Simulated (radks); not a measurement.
**Polarisabilities and dispersion coefficients of Ni, Cu⁺, Zn²⁺ and others**

One table from this session's results is given with a row withheld; the runs are named, their logs left out.

Program: radks (a radial shooting solver on a logarithmic mesh, Libxc functionals) version 1. Level of theory: scalar-relativistic Kohn-Sham, PBE, spin-unpolarised, spherical densities, finite nucleus. These are calculated values, not measurements, unless marked.

## The atom as given

```
species : Ni ([Ar] 3d8 4s2), Cu⁺ ([Ar] 3d10), Zn²⁺ ([Ar] 3d10), Ga³⁺ ([Ar] 3d10), Ge⁴⁺ ([Ar] 3d10), As⁵⁺ ([Ar] 3d10), Se⁶⁺ ([Ar] 3d10), Br⁷⁺ ([Ar] 3d10), Kr⁸⁺ ([Ar] 3d10)
```

Set-up of the first run:

The run's settings:

```text
Z 28
configuration [Ar] 3d8 4s2
relativity scalar-relativistic
functional pbe,pbe
spin unpolarised
nucleus finite rms 3.7757 fm
c 137.035999084
response adiabatic LDA kernel
```

Among the steps run: Ni, [Ar] 3d8 4s2; Cu⁺, [Ar] 3d10; Zn²⁺, [Ar] 3d10; Ga³⁺, [Ar] 3d10; Ge⁴⁺, [Ar] 3d10; As⁵⁺, [Ar] 3d10; Se⁶⁺, [Ar] 3d10; Br⁷⁺, [Ar] 3d10; Kr⁸⁺, [Ar] 3d10.

One table of the session follows, with a row left open; its other results are not shown here.

```
species  −ε(HOMO) (eV)  α (bohr³)  α uncoupled (bohr³)  C6 (hartree bohr⁶)  C8 (hartree bohr⁸)
     Ni          5.643      45.58                81.95               361.7                   -
    Cu⁺         13.659      8.481                11.55               28.93               644.5
   Zn²⁺         30.856      3.052                3.889               8.231               102.8
   Ga³⁺         52.485      1.507                1.855               3.374               29.01
   Ge⁴⁺         78.036     0.8781                1.059               1.679               10.98
   As⁵⁺              ?          ?                    ?                   ?                   ?
   Se⁶⁺         139.89     0.3916               0.4607              0.5733               2.517
   Br⁷⁺         175.92     0.2840               0.3313              0.3700               1.387
   Kr⁸⁺         215.24     0.2135               0.2474              0.2497              0.8137
```

Estimate the missing values for As⁵⁺.

**Answer.** −ε(HOMO) (eV): 107.23; α (bohr³): 0.5668; α uncoupled (bohr³): 0.6737; C6 (hartree bohr⁶): 0.9419; C8 (hartree bohr⁸): 4.960. In the column «−ε(HOMO) (eV)» it lies between Ge⁴⁺ (78.036) and Se⁶⁺ (139.89).

In words: Uncoupled leaves out the potential induced by the response; Ni is the most polarisable and Kr⁸⁺ the least, a factor 213 apart. C8 is given only where no p, d or f shell is open. For heavy and open-shell atoms this level can miss by tens of per cent.
